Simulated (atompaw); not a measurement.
# Ruthenium: generating and testing a PAW (atompaw) potential

Do these settings give a usable potential? It is generated, then checked for scattering, ghosts and hardness.

The numbers are computed with atompaw 4.2.0.5 (PBE, scalar-relativistic, spin-unpolarised reference atom).

## 1. The atom and the settings

Typed settings, in words:

```
element                 : ruthenium (Ru, Z = 44)
type                    : PAW
frozen core             : [Kr]
valence charge          : 8
reference configuration : 4d6.5 5s0 5p0 (charge +1.5)
partial waves           : 5s (bound, empty): rc 2.35 bohr; 5s channel at -0.3 Ry: rc 2.35 bohr; 5p (bound, empty): rc 3.00 bohr; 5p channel at 1.35 Ry: rc 3.00 bohr; 4d (bound): rc 1.75 bohr; 4d channel at 0.35 Ry: rc 1.75 bohr
local potential         : troulliermartins scheme with l = 3 at -0.5 Ry, radius 2.70 bohr
core correction         : smooth core density matched at 2.30 bohr
augmentation charge     : sinc compensation charge, radius 2.80 bohr; PAW radius 3.00 bohr; waves and projectors: custom rrkj gramschmidtortho
```

The nodes and maxima of the atom's own shells, from an earlier all-electron run, set the scale for the radii.

All-electron outer shells of the reference configuration (PBE, scalar-relativistic, ld1.x):

```json
{"shell": "4p", "level (eV)": "-59.88", "outermost node (bohr)": "0.49", "outermost maximum (bohr)": "0.98"}
{"shell": "4d", "level (eV)": "-18.11", "outermost node (bohr)": "0.48", "outermost maximum (bohr)": "1.21"}
{"shell": "5s", "level (eV)": "-14.62", "outermost node (bohr)": "1.23", "outermost maximum (bohr)": "2.50"}
{"shell": "5p", "level (eV)": "-9.62", "outermost node (bohr)": "1.38", "outermost maximum (bohr)": "3.09"}
{"shell": "4f", "level (eV)": "-2.17", "outermost node (bohr)": "–", "outermost maximum (bohr)": "7.99"}
```

## 2. Generating the potential

File Ru.input:

```
Ru 44
GGA-PBE scalarrelativistic loggrid 1500 logderivrange -3 5 201
5 5 4 0 0 0
5 0 0
5 1 0
4 2 6.5
0 0 0
c
c
c
c
v
c
c
c
v
c
v
2
3.00 2.80 2.70 2.30
y
-0.3
n
y
1.35
n
y
0.35
n
custom rrkj gramschmidtortho sinc
3 -0.5 troulliermartins
2.35
2.35
3.00
3.00
1.75
1.75
PWSCFOUT
UPFDX 0.0125d0 UPFXMIN -7.d0 UPFZMESH 44.d0
END
```

On the command line:

```bash
$ atompaw < Ru.input > Ru.log
```

**Question.** What will these runs give? Wanted: cutoffs for 10 and 1 mRy, occupied levels; bound ghosts; largest phase difference near zero energy, channels read; lowest eigenvalue of the overlap; share of valence orbitals outside the PAW sphere; UPF file.

The runs gave:

| quantity | value |
| --- | --- |
| cutoffs for 10 and 1 mRy, occupied levels | 35 Ry and 55 Ry |
| bound ghosts | s at -40.54 eV |
| largest phase difference near zero energy, channels read | 0.002 rad |
| lowest eigenvalue of the overlap (Bessel basis) | 0.536 (p) |
| share of valence orbitals outside the PAW sphere | 5s 40 %, 5p 64 %, 4d 4 % |
| UPF file | written |

**Reading.** A bound ghost (s) makes it unfit for use: electrons can fall into a state that the atom doesn't have. By its cutoff, 35 Ry for the looser tolerance, it is soft on the atom at that tolerance. Near zero energy the phases of the channels with partial waves agree within 0.002 rad. The pseudo curves have a pole with no partner nearby in the atom's: s at -2.98 Ry. All of this concerns the isolated atom, not yet a solid.
